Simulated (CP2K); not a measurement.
Crystal: NbCu.

```xyz
2
Lattice="3.6235 0.0000 0.0000 1.8118 3.1381 0.0000 1.8118 1.0460 2.9586" Properties=species:S:1:pos:R:3 pbc="T T T"
Nb    0.0000    0.0000    0.0000
Cu    3.6235    2.0920    1.4793
```

The cell was built by a generator and needn't be a form met in nature.

Base run:

| Property | Result |
| --- | --- |
| Program | CP2K 2026.2 |
| Functional | BLYP |
| Dispersion | D3 |
| Potentials or basis | GTH_POTENTIALS Nb GTH-PBE-q13, Cu GTH-BLYP-q11; TZVP-MOLOPT-PBE-GTH basis |
| Density cutoff | 6123 eV |
| k mesh | 9 × 9 × 9 |
| Occupations | fermi-dirac, width 0.05 eV |
| Spin | no spin polarisation |

Its results: band gap on the k mesh none (metal or under the smearing width); pressure -2.9 GPa.

Q: The run is repeated on the same cell with these changes: dispersion from D3 to D4. What comes out?

A: Band gap on the k mesh none (metal or under the smearing width); pressure 0.3 GPa.

Caveats: the potentials were made for another functional, which shifts forces and pressure; the basis of atomic orbitals isn't converged, which shifts pressures, moduli and gaps; pairwise dispersion overbinds metals, which lowers pressure and volume.
